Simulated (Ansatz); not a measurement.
# Si23H4O48 defect cell: single point

The task, for Si23H4O48 defect cell: 8 runs in a chain (single point).

Computed with Ansatz 0.2.0 (DFT PBE, scalar-relativistic, plane waves, PAW, unless a step's input says otherwise).

## 1. The starting structure

It takes space group P1 (No. 1, triclinic). The conventional cell has a = 9.832 Å, b = 9.832 Å, c = 10.818 Å, α = 90.00°, β = 90.00°, γ = 120.00°. Si (site symmetry 1) has 4 O at 1.62 to 1.63 Å as nearest neighbours. O (site symmetry 1) has 2 Si at 1.63 Å as nearest neighbours. Around O (site symmetry 1) lie 2 Si at 1.62 to 1.63 Å. Only part of the 75 independent sites is listed.

As a file:

```cif
data_structure
_symmetry_space_group_name_H-M 'P 1'
_symmetry_Int_Tables_number 1
_cell_length_a 9.8316
_cell_length_b 9.8316
_cell_length_c 10.8182
_cell_angle_alpha 90.000
_cell_angle_beta 90.000
_cell_angle_gamma 120.000
_cell_volume 905.60
loop_
_atom_site_label
_atom_site_type_symbol
_atom_site_fract_x
_atom_site_fract_y
_atom_site_fract_z
_atom_site_occupancy
Si1 Si 0.26684 0.00098 0.16347 1
Si2 Si 0.00285 0.27037 0.33570 1
Si3 Si 0.23061 0.23541 0.00010 1
O1 O 0.06877 0.20662 0.44624 1
O2 O 0.29612 0.36583 0.10991 1
O3 O 0.14021 0.43474 0.27866 1
O4 O 0.20246 0.06990 0.05539 1
O5 O 0.36238 0.29444 0.39136 1
O6 O 0.43070 0.13842 0.22135 1
Si4 Si 0.26535 0.99775 0.66365 1
Si5 Si 0.99321 0.26636 0.83503 1
Si6 Si 0.23231 0.22851 0.50175 1
O7 O 0.06543 0.20987 0.94571 1
O8 O 0.30388 0.35177 0.61665 1
O9 O 0.13567 0.42902 0.77808 1
O10 O 0.19971 0.05743 0.54993 1
O11 O 0.35846 0.29582 0.88797 1
O12 O 0.42848 0.13645 0.72173 1
Si7 Si 0.26828 0.50274 0.16721 1
Si8 Si 0.99978 0.76761 0.33315 1
Si9 Si 0.23386 0.73303 0.99665 1
O13 O 0.06790 0.70632 0.44383 1
O14 O 0.29912 0.86841 0.10315 1
O15 O 0.13683 0.93004 0.27352 1
O16 O 0.20408 0.56985 0.05801 1
O17 O 0.36398 0.79940 0.38658 1
O18 O 0.43429 0.64068 0.22152 1
Si10 Si 0.99892 0.76669 0.83271 1
Si11 Si 0.23443 0.73561 0.49762 1
O19 O 0.06775 0.70498 0.94236 1
O20 O 0.29936 0.86433 0.60902 1
O21 O 0.13503 0.93004 0.77389 1
O22 O 0.20585 0.56995 0.55544 1
O23 O 0.35939 0.78706 0.88338 1
O24 O 0.45745 0.64843 0.71430 1
Si12 Si 0.76924 0.00430 0.16724 1
Si13 Si 0.49845 0.26709 0.33264 1
Si14 Si 0.72664 0.23202 0.00030 1
O25 O 0.56833 0.20467 0.44119 1
O26 O 0.79072 0.36288 0.10970 1
O27 O 0.63447 0.43318 0.27686 1
O28 O 0.70322 0.06912 0.05732 1
O29 O 0.86583 0.29920 0.39139 1
O30 O 0.93374 0.14158 0.22412 1
Si15 Si 0.76572 0.00123 0.66690 1
Si16 Si 0.49457 0.26577 0.83203 1
Si17 Si 0.73277 0.23381 0.49924 1
O31 O 0.56175 0.20462 0.94369 1
O32 O 0.79140 0.36227 0.61097 1
O33 O 0.63035 0.43231 0.77517 1
O34 O 0.70537 0.06909 0.55548 1
O35 O 0.85400 0.29271 0.88822 1
O36 O 0.93076 0.13663 0.72449 1
Si18 Si 0.76517 0.50083 0.16730 1
Si19 Si 0.50119 0.77037 0.33205 1
Si20 Si 0.73508 0.73690 0.00121 1
O37 O 0.56846 0.70787 0.44230 1
O38 O 0.79902 0.86851 0.11014 1
O39 O 0.63944 0.93563 0.27729 1
O40 O 0.70548 0.57144 0.05743 1
O41 O 0.86379 0.79712 0.38999 1
O42 O 0.93059 0.63562 0.22438 1
Si21 Si 0.76319 0.49956 0.66634 1
Si22 Si 0.50465 0.76921 0.83163 1
Si23 Si 0.73275 0.73549 0.49969 1
O43 O 0.56975 0.70901 0.94538 1
O44 O 0.79447 0.86456 0.61073 1
O45 O 0.63681 0.93933 0.77827 1
O46 O 0.70413 0.56993 0.55610 1
O47 O 0.86338 0.79661 0.88968 1
O48 O 0.92852 0.63351 0.72462 1
H1 H 0.45230 0.54777 0.72534 1
H2 H 0.22975 0.35611 0.67555 1
H3 H 0.28229 0.58179 0.58713 1
H4 H 0.11633 0.47967 0.70696 1
```

The structure rests on an entry of the Crystallography Open Database; cell or positions may have been set otherwise for this series.

## 2. Single point: Si23H4O48 defect cell, no spin

File input.yaml:

```yaml
crystal:
  lattice:
    - [9.8316, 0.0, 0.0]
    - [-4.9158, 8.514415, 0.0]
    - [0.0, 0.0, 10.8182]
  atoms:
    - { symbol: Si, position: [0.266843, 0.00097674, 0.16347] }
    - { symbol: Si, position: [0.0028516, 0.270368, 0.335705] }
    - { symbol: Si, position: [0.230605, 0.235408, 0.00010073] }
    - { symbol: O, position: [0.068765, 0.206621, 0.44624] }
    - { symbol: O, position: [0.296124, 0.365827, 0.109908] }
    - { symbol: O, position: [0.140206, 0.434745, 0.278663] }
    - { symbol: O, position: [0.20246, 0.069896, 0.055395] }
    - { symbol: O, position: [0.362378, 0.294436, 0.391361] }
    - { symbol: O, position: [0.430699, 0.138418, 0.221353] }
    - { symbol: Si, position: [0.265348, 0.9977494, 0.66365] }
    - { symbol: Si, position: [0.9932126, 0.266356, 0.83503] }
    - { symbol: Si, position: [0.232311, 0.228511, 0.501752] }
    - { symbol: O, position: [0.065432, 0.209873, 0.945715] }
    - { symbol: O, position: [0.303882, 0.351771, 0.616648] }
    - { symbol: O, position: [0.13567, 0.429017, 0.77808] }
    - { symbol: O, position: [0.199712, 0.057432, 0.54993] }
    - { symbol: O, position: [0.358455, 0.295822, 0.887965] }
    - { symbol: O, position: [0.428484, 0.136452, 0.721728] }
    - { symbol: Si, position: [0.268282, 0.502739, 0.167211] }
    - { symbol: Si, position: [0.99978038, 0.767614, 0.333148] }
    - { symbol: Si, position: [0.233864, 0.733029, 0.9966533] }
    - { symbol: O, position: [0.067901, 0.706322, 0.443832] }
    - { symbol: O, position: [0.299116, 0.868409, 0.10315] }
    - { symbol: O, position: [0.136833, 0.930038, 0.273522] }
    - { symbol: O, position: [0.204078, 0.569852, 0.058014] }
    - { symbol: O, position: [0.363978, 0.799398, 0.38658] }
    - { symbol: O, position: [0.434295, 0.640684, 0.221519] }
    - { symbol: Si, position: [0.9989205, 0.766693, 0.832714] }
    - { symbol: Si, position: [0.234429, 0.735614, 0.497622] }
    - { symbol: O, position: [0.067746, 0.704981, 0.942361] }
    - { symbol: O, position: [0.299362, 0.864331, 0.609024] }
    - { symbol: O, position: [0.135035, 0.930038, 0.773895] }
    - { symbol: O, position: [0.205853, 0.56995, 0.555435] }
    - { symbol: O, position: [0.359388, 0.787059, 0.883378] }
    - { symbol: O, position: [0.457452, 0.648434, 0.714304] }
    - { symbol: Si, position: [0.769241, 0.0042952, 0.167239] }
    - { symbol: Si, position: [0.498452, 0.267089, 0.332638] }
    - { symbol: Si, position: [0.726642, 0.232024, 0.0002954] }
    - { symbol: O, position: [0.568334, 0.204666, 0.441189] }
    - { symbol: O, position: [0.790721, 0.362883, 0.109704] }
    - { symbol: O, position: [0.634473, 0.433181, 0.276856] }
    - { symbol: O, position: [0.70322, 0.069122, 0.057317] }
    - { symbol: O, position: [0.865829, 0.299199, 0.391395] }
    - { symbol: O, position: [0.933744, 0.141576, 0.22412] }
    - { symbol: Si, position: [0.765718, 0.0012322, 0.6669] }
    - { symbol: Si, position: [0.494575, 0.265766, 0.832027] }
    - { symbol: Si, position: [0.732773, 0.233808, 0.499237] }
    - { symbol: O, position: [0.561748, 0.204616, 0.943686] }
    - { symbol: O, position: [0.791402, 0.362269, 0.610967] }
    - { symbol: O, position: [0.630351, 0.432309, 0.775171] }
    - { symbol: O, position: [0.705366, 0.069091, 0.555479] }
    - { symbol: O, position: [0.853998, 0.29271, 0.888217] }
    - { symbol: O, position: [0.930764, 0.136627, 0.724491] }
    - { symbol: Si, position: [0.765174, 0.500834, 0.167298] }
    - { symbol: Si, position: [0.501188, 0.770367, 0.332053] }
    - { symbol: Si, position: [0.735083, 0.736902, 0.0012113] }
    - { symbol: O, position: [0.568465, 0.707867, 0.442299] }
    - { symbol: O, position: [0.79902, 0.868506, 0.110139] }
    - { symbol: O, position: [0.639442, 0.93563, 0.277285] }
    - { symbol: O, position: [0.70548, 0.571443, 0.057434] }
    - { symbol: O, position: [0.863787, 0.797116, 0.389989] }
    - { symbol: O, position: [0.930587, 0.635619, 0.22438] }
    - { symbol: Si, position: [0.763194, 0.499559, 0.666338] }
    - { symbol: Si, position: [0.504648, 0.76921, 0.831628] }
    - { symbol: Si, position: [0.732749, 0.735492, 0.499688] }
    - { symbol: O, position: [0.569754, 0.709008, 0.945383] }
    - { symbol: O, position: [0.794469, 0.864558, 0.610728] }
    - { symbol: O, position: [0.636808, 0.939326, 0.778268] }
    - { symbol: O, position: [0.704132, 0.569933, 0.556105] }
    - { symbol: O, position: [0.863381, 0.79661, 0.889681] }
    - { symbol: O, position: [0.928516, 0.633508, 0.724622] }
    - { symbol: H, position: [0.452299, 0.547766, 0.72534] }
    - { symbol: H, position: [0.229745, 0.356111, 0.675554] }
    - { symbol: H, position: [0.28228993, 0.58179025, 0.58713175] }
    - { symbol: H, position: [0.116332, 0.479666, 0.706956] }
scf:
  occupations: { method: gaussian, width: 0.02 }
output:
  stress: false
  eigenvalues: true
kpoints:
  mp_grid: { grid: [1, 1, 1] }
hamiltonian:
  xc: pbe
```

Command:

```
$ ansatz run input.yaml --threads 4 --pin off --max-ram 16384MiB --backend cpu --events-out ev --progress --plain --runs-dir out
```

What it wrote, cut to the lines that bear on the results:

```text
Warning: RAYON_NUM_THREADS=4 ignored (pool sized by the plan → 4); use --threads N
[...]
Pseudopotentials: kind: paw
Pseudopotential: Si, paw, valence charge 4, recommended cutoff 420 eV (normal), Si.paw.azcp
Pseudopotential: O, paw, valence charge 6, recommended cutoff 420 eV (normal), O.paw.azcp
Pseudopotential: H, paw, valence charge 1, recommended cutoff 420 eV (normal), H.paw.azcp
Functional definition: PBE
[...]
Crystal: 75 atoms, lattice volume = 905.595 Å³
Basis set: ecut = 420 eV, 17821 PW (Γ)
Bands: 267, of which v1, the nominal top of the filled ones, is band 192 counted from 1 (191 counted from 0)
Symmetry: 1 space group operations
Space group: P1 (ITA 1), of the structure as read, at distance tolerance 9.7e-5 Å
k-points: 1
[...]
SCF iter   1: F=—  HF=-42000.320026 eV  |F-HF|=—  |Δ(HF+E_count)|=         —  Δρ=1.59e-3  dr2=1.37e-2  ethr=1.77e-3  ⟨swp⟩=7.0  Hψ=1208  notcnv=0  defer=29
[...]
SCF iter   8: F=-42000.334209 eV  HF=-42000.334209 eV  |F-HF|=2.04e-9  |Δ(HF+E_count)|=   1.39e-7  Δρ=1.70e-6  dr2=1.97e-8  ethr=2.60e-11  ⟨swp⟩=11.0  Hψ=850  notcnv=0
[...]
SCF converged after 8 iterations
Free energy (F): -42000.334209 eV
[...]
E sigma→0 (E₀):  -42000.334209 eV
Fermi energy:    5.378167 eV
[...]
--- Band table (eV) ---
[...]
```

Run time: 4.8 s. Hardware: 4 threads of Intel Xeon Platinum 8375C at 2.90GHz (Ice Lake), shared host; peak memory 1 GiB.

## 3. Single point

input.yaml: that of step 2 with these lines changed.

```diff
@@ -79,3 +79,3 @@
     - { symbol: H, position: [0.229745, 0.356111, 0.675554] }
-    - { symbol: H, position: [0.28228993, 0.58179025, 0.58713175] }
+    - { symbol: H, position: [0.28816969, 0.58270104, 0.58956996] }
     - { symbol: H, position: [0.116332, 0.479666, 0.706956] }
```

Command:

```
$ ansatz run input.yaml --threads 4 --pin off --max-ram 16384MiB --backend cpu --events-out ev --progress --plain --runs-dir out
```

What it wrote, cut to the lines that bear on the results:

```text
[...]
SCF converged after 8 iterations
Free energy (F): -42001.201938 eV
[...]
E sigma→0 (E₀):  -42001.201938 eV
Fermi energy:    5.377356 eV
[...]
--- Band table (eV) ---
[...]
```

It took 4.8 s on 4 threads of Intel Xeon Platinum 8375C at 2.90GHz (Ice Lake), shared host; peak memory 1 GiB.

## 4. Single point

input.yaml: that of step 3 with these lines changed.

```diff
@@ -79,3 +79,3 @@
     - { symbol: H, position: [0.229745, 0.356111, 0.675554] }
-    - { symbol: H, position: [0.28816969, 0.58270104, 0.58956996] }
+    - { symbol: H, position: [0.29404946, 0.58361183, 0.59200817] }
     - { symbol: H, position: [0.116332, 0.479666, 0.706956] }
```

Command:

```
$ ansatz run input.yaml --threads 4 --pin off --max-ram 16384MiB --backend cpu --events-out ev --progress --plain --runs-dir out
```

What it wrote, cut to the lines that bear on the results:

```text
Warning: RAYON_NUM_THREADS=4 ignored (pool sized by the plan → 4); use --threads N
[...]
Pseudopotentials: kind: paw
Pseudopotential: Si, paw, valence charge 4, recommended cutoff 420 eV (normal), Si.paw.azcp
Pseudopotential: O, paw, valence charge 6, recommended cutoff 420 eV (normal), O.paw.azcp
Pseudopotential: H, paw, valence charge 1, recommended cutoff 420 eV (normal), H.paw.azcp
Functional definition: PBE
[...]
Crystal: 75 atoms, lattice volume = 905.595 Å³
Basis set: ecut = 420 eV, 17821 PW (Γ)
Bands: 267, of which v1, the nominal top of the filled ones, is band 192 counted from 1 (191 counted from 0)
Symmetry: 1 space group operations
Space group: P1 (ITA 1), of the structure as read, at distance tolerance 9.7e-5 Å
k-points: 1
[...]
SCF iter   1: F=—  HF=-42001.631741 eV  |F-HF|=—  |Δ(HF+E_count)|=         —  Δρ=1.43e-3  dr2=1.14e-2  ethr=1.77e-3  ⟨swp⟩=6.0  Hψ=1205  notcnv=0  defer=31
[...]
SCF iter   8: F=-42001.654941 eV  HF=-42001.654941 eV  |F-HF|=2.51e-9  |Δ(HF+E_count)|=   9.95e-8  Δρ=1.33e-6  dr2=1.19e-8  ethr=2.60e-11  ⟨swp⟩=11.0  Hψ=786  notcnv=0
[...]
SCF converged after 8 iterations
Free energy (F): -42001.654941 eV
[...]
E sigma→0 (E₀):  -42001.654941 eV
Fermi energy:    5.379089 eV
[...]
--- Band table (eV) ---
[...]
```

It took 4.7 s on 4 threads of Intel Xeon Platinum 8375C at 2.90GHz (Ice Lake), shared host; peak memory 1 GiB.

## 5. Single point

input.yaml: that of step 4 with these lines changed.

```diff
@@ -79,3 +79,3 @@
     - { symbol: H, position: [0.229745, 0.356111, 0.675554] }
-    - { symbol: H, position: [0.29404946, 0.58361183, 0.59200817] }
+    - { symbol: H, position: [0.29992922, 0.58452262, 0.59444638] }
     - { symbol: H, position: [0.116332, 0.479666, 0.706956] }
```

Command:

```
$ ansatz run input.yaml --threads 4 --pin off --max-ram 16384MiB --backend cpu --events-out ev --progress --plain --runs-dir out
```

What it wrote, cut to the lines that bear on the results:

```text
Warning: RAYON_NUM_THREADS=4 ignored (pool sized by the plan → 4); use --threads N
[...]
Pseudopotentials: kind: paw
Pseudopotential: Si, paw, valence charge 4, recommended cutoff 420 eV (normal), Si.paw.azcp
Pseudopotential: O, paw, valence charge 6, recommended cutoff 420 eV (normal), O.paw.azcp
Pseudopotential: H, paw, valence charge 1, recommended cutoff 420 eV (normal), H.paw.azcp
Functional definition: PBE
[...]
Crystal: 75 atoms, lattice volume = 905.595 Å³
Basis set: ecut = 420 eV, 17821 PW (Γ)
Bands: 267, of which v1, the nominal top of the filled ones, is band 192 counted from 1 (191 counted from 0)
Symmetry: 1 space group operations
Space group: P1 (ITA 1), of the structure as read, at distance tolerance 9.7e-5 Å
k-points: 1
[...]
SCF iter   1: F=—  HF=-42001.810520 eV  |F-HF|=—  |Δ(HF+E_count)|=         —  Δρ=1.43e-3  dr2=1.12e-2  ethr=1.77e-3  ⟨swp⟩=6.0  Hψ=1205  notcnv=0  defer=30
[...]
SCF iter   8: F=-42001.834707 eV  HF=-42001.834707 eV  |F-HF|=3.49e-9  |Δ(HF+E_count)|=   1.01e-7  Δρ=1.23e-6  dr2=1.02e-8  ethr=2.60e-11  ⟨swp⟩=11.0  Hψ=752  notcnv=0
[...]
SCF converged after 8 iterations
Free energy (F): -42001.834707 eV
[...]
E sigma→0 (E₀):  -42001.834707 eV
Fermi energy:    5.384606 eV
[...]
--- Band table (eV) ---
[...]
```

Wall time 4.8 s (4 threads of Intel Xeon Platinum 8375C at 2.90GHz (Ice Lake), shared host); peak memory 1 GiB.

## 6. Single point

input.yaml: that of step 5 with these lines changed.

```diff
@@ -79,3 +79,3 @@
     - { symbol: H, position: [0.229745, 0.356111, 0.675554] }
-    - { symbol: H, position: [0.29992922, 0.58452262, 0.59444638] }
+    - { symbol: H, position: [0.30678894, 0.58558521, 0.59729096] }
     - { symbol: H, position: [0.116332, 0.479666, 0.706956] }
```

Command:

```
$ ansatz run input.yaml --threads 4 --pin off --max-ram 16384MiB --backend cpu --events-out ev --progress --plain --runs-dir out
```

What it wrote, cut to the lines that bear on the results:

```text
Warning: RAYON_NUM_THREADS=4 ignored (pool sized by the plan → 4); use --threads N
[...]
Pseudopotentials: kind: paw
Pseudopotential: Si, paw, valence charge 4, recommended cutoff 420 eV (normal), Si.paw.azcp
Pseudopotential: O, paw, valence charge 6, recommended cutoff 420 eV (normal), O.paw.azcp
Pseudopotential: H, paw, valence charge 1, recommended cutoff 420 eV (normal), H.paw.azcp
Functional definition: PBE
[...]
Crystal: 75 atoms, lattice volume = 905.595 Å³
Basis set: ecut = 420 eV, 17821 PW (Γ)
Bands: 267, of which v1, the nominal top of the filled ones, is band 192 counted from 1 (191 counted from 0)
Symmetry: 1 space group operations
Space group: P1 (ITA 1), of the structure as read, at distance tolerance 9.7e-5 Å
k-points: 1
[...]
SCF iter   1: F=—  HF=-42001.798684 eV  |F-HF|=—  |Δ(HF+E_count)|=         —  Δρ=1.42e-3  dr2=1.12e-2  ethr=1.77e-3  ⟨swp⟩=6.0  Hψ=1205  notcnv=0  defer=30
[...]
SCF iter   8: F=-42001.823328 eV  HF=-42001.823328 eV  |F-HF|=3.76e-9  |Δ(HF+E_count)|=   1.01e-7  Δρ=1.15e-6  dr2=8.94e-9  ethr=2.60e-11  ⟨swp⟩=10.0  Hψ=750  notcnv=0
[...]
SCF converged after 8 iterations
Free energy (F): -42001.823328 eV
[...]
E sigma→0 (E₀):  -42001.823328 eV
Fermi energy:    5.398381 eV
[...]
--- Band table (eV) ---
[...]
```

It took 5.4 s on 4 threads of Intel Xeon Platinum 8375C at 2.90GHz (Ice Lake), shared host; peak memory 1 GiB.

## 7. Single point

input.yaml: that of step 6 with these lines changed.

```diff
@@ -79,3 +79,3 @@
     - { symbol: H, position: [0.229745, 0.356111, 0.675554] }
-    - { symbol: H, position: [0.30678894, 0.58558521, 0.59729096] }
+    - { symbol: H, position: [0.31462863, 0.58679959, 0.60054191] }
     - { symbol: H, position: [0.116332, 0.479666, 0.706956] }
```

Command:

```
$ ansatz run input.yaml --threads 4 --pin off --max-ram 16384MiB --backend cpu --events-out ev --progress --plain --runs-dir out
```

What it wrote, cut to the lines that bear on the results:

```text
[...]
SCF converged after 8 iterations
Free energy (F): -42001.639240 eV
[...]
E sigma→0 (E₀):  -42001.639240 eV
Fermi energy:    5.428841 eV
[...]
--- Band table (eV) ---
[...]
```

It took 4.2 s on 4 threads of Intel Xeon Platinum 8375C at 2.90GHz (Ice Lake), shared host; peak memory 1 GiB.

## 8. Single point

input.yaml: that of step 7 with these lines changed.

```diff
@@ -79,3 +79,3 @@
     - { symbol: H, position: [0.229745, 0.356111, 0.675554] }
-    - { symbol: H, position: [0.31462863, 0.58679959, 0.60054191] }
+    - { symbol: H, position: [0.32442824, 0.58831757, 0.60460559] }
     - { symbol: H, position: [0.116332, 0.479666, 0.706956] }
```

Command:

```
$ ansatz run input.yaml --threads 4 --pin off --max-ram 16384MiB --backend cpu --events-out ev --progress --plain --runs-dir out
```

What it wrote, cut to the lines that bear on the results:

```text
Warning: RAYON_NUM_THREADS=4 ignored (pool sized by the plan → 4); use --threads N
[...]
Pseudopotentials: kind: paw
Pseudopotential: Si, paw, valence charge 4, recommended cutoff 420 eV (normal), Si.paw.azcp
Pseudopotential: O, paw, valence charge 6, recommended cutoff 420 eV (normal), O.paw.azcp
Pseudopotential: H, paw, valence charge 1, recommended cutoff 420 eV (normal), H.paw.azcp
Functional definition: PBE
[...]
Crystal: 75 atoms, lattice volume = 905.595 Å³
Basis set: ecut = 420 eV, 17821 PW (Γ)
Bands: 267, of which v1, the nominal top of the filled ones, is band 192 counted from 1 (191 counted from 0)
Symmetry: 1 space group operations
Space group: P1 (ITA 1), of the structure as read, at distance tolerance 9.7e-5 Å
k-points: 1
[...]
SCF iter   1: F=—  HF=-42001.266919 eV  |F-HF|=—  |Δ(HF+E_count)|=         —  Δρ=1.45e-3  dr2=1.26e-2  ethr=1.77e-3  ⟨swp⟩=6.0  Hψ=1204  notcnv=0  defer=27
[...]
SCF iter   8: F=-42001.291540 eV  HF=-42001.291540 eV  |F-HF|=7.55e-9  |Δ(HF+E_count)|=   1.94e-7  Δρ=2.00e-6  dr2=2.58e-8  ethr=2.60e-11  ⟨swp⟩=11.0  Hψ=791  notcnv=0
[...]
SCF converged after 8 iterations
Free energy (F): -42001.291540 eV
[...]
E sigma→0 (E₀):  -42001.291540 eV
Fermi energy:    5.495417 eV
[...]
--- Band table (eV) ---
[...]
```

Run time: 4.4 s. Hardware: 4 threads of Intel Xeon Platinum 8375C at 2.90GHz (Ice Lake), shared host; peak memory 1 GiB.

## 9. Single point

input.yaml: that of step 8 with these lines changed.

```diff
@@ -79,3 +79,3 @@
     - { symbol: H, position: [0.229745, 0.356111, 0.675554] }
-    - { symbol: H, position: [0.32442824, 0.58831757, 0.60460559] }
+    - { symbol: H, position: [0.33618776, 0.59013915, 0.60948201] }
     - { symbol: H, position: [0.116332, 0.479666, 0.706956] }
```

Command:

```
$ ansatz run input.yaml --threads 4 --pin off --max-ram 16384MiB --backend cpu --events-out ev --progress --plain --runs-dir out
```

What it wrote, cut to the lines that bear on the results:

```text
[...]
SCF converged after 8 iterations
Free energy (F): -42000.843272 eV
[...]
E sigma→0 (E₀):  -42000.843272 eV
Fermi energy:    5.613276 eV
[...]
--- Band table (eV) ---
[...]
```

Wall time 4.3 s (4 threads of Intel Xeon Platinum 8375C at 2.90GHz (Ice Lake), shared host); peak memory 1 GiB.

## 10. Results

```
step  energy above the lowest (eV)  gap on the mesh (eV)   time
   2                         1.500                  5.74  4.8 s
   3                         0.633                  5.74  4.8 s
   4                         0.180                  5.73  4.7 s
   5                         0.000                  5.72  4.8 s
   6                         0.011                  5.68  5.4 s
   7                         0.195                  5.61  4.2 s
   8                         0.543                  5.45  4.4 s
   9                         0.991                  5.18  4.3 s
```

In words: The values hold for the settings typed; their convergence was not tested in this session.

These are semilocal Kohn-Sham gaps, which aren't the measured quantity. Such gaps usually fall short of the measured ones.
